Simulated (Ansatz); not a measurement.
# TaSi (rocksalt type): the cost of one run

Method: DFT PBE, with the methods named in each step, in Ansatz 0.2.0.

**1. The structure to begin with**

It takes space group Fm-3m (No. 225, cubic). Conventional cell: a = 5.150 Å, b = 5.150 Å, c = 5.150 Å, α = 90.00°, β = 90.00°, γ = 90.00°. Ta (site symmetry m-3m) has 6 Si at 2.57 Å as nearest neighbours. Si (site symmetry m-3m) is surrounded by 6 Ta at 2.57 Å.

Structure file:

```cif
data_structure
_symmetry_space_group_name_H-M 'P 1'
_symmetry_Int_Tables_number 1
_cell_length_a 3.6415
_cell_length_b 3.6415
_cell_length_c 3.6415
_cell_angle_alpha 60.000
_cell_angle_beta 60.000
_cell_angle_gamma 60.000
_cell_volume 34.14
loop_
_atom_site_label
_atom_site_type_symbol
_atom_site_fract_x
_atom_site_fract_y
_atom_site_fract_z
_atom_site_occupancy
Ta1 Ta 0.00000 0.00000 0.00000 1
Si1 Si 0.50000 0.50000 0.50000 1
```

Whether this phase is the stable one at these pressures isn't tested.

Atoms are numbered in the order of the input: Ta1, Si2.

**2. The reference volume, LAPW**

The input, input.yaml:

```yaml
crystal:
  lattice:
    - [0.0, 2.5749161077, 2.5749161077]
    - [2.5749161077, 0.0, 2.5749161077]
    - [2.5749161077, 2.5749161077, 0.0]
  atoms:
    - { symbol: Ta, position: [0.0, 0.0, 0.0] }
    - { symbol: Si, position: [0.5, 0.5, 0.5] }
kpoints:
  mp_grid: { grid: [14, 14, 14] }
  band_path:
    path:
      - [0.0, 0.0, 0.0]
      - [0.5, 0.0, 0.5]
      - [0.625, 0.25, 0.625]
      - [0.375, 0.375, 0.75]
      - [0.0, 0.0, 0.0]
      - [0.5, 0.5, 0.5]
      - [0.5, 0.25, 0.75]
      - [0.5, 0.0, 0.5]
    npoints: 14
scf:
  occupations: { method: fermi_dirac, width: 0.05 }
hamiltonian:
  xc: pbe
  pseudopotentials: { kind: all_electron, lapw: { basis_error: 0.001 } }
output:
  forces: true
  stress: true
  eigenvalues: true
  populations: true
  dos: { projected: true, de: 0.2, e_range: [-14, 8] }
```

Started as:

```console
$ ansatz run input.yaml --threads 1 --pin off --max-ram 2048MiB --backend cpu --events-out ev --progress --plain --runs-dir out
```

What time and memory should one allow on 1 thread of Arm Neoverse V1, shared host?

About 37 s, with a peak of 0.47 GiB.
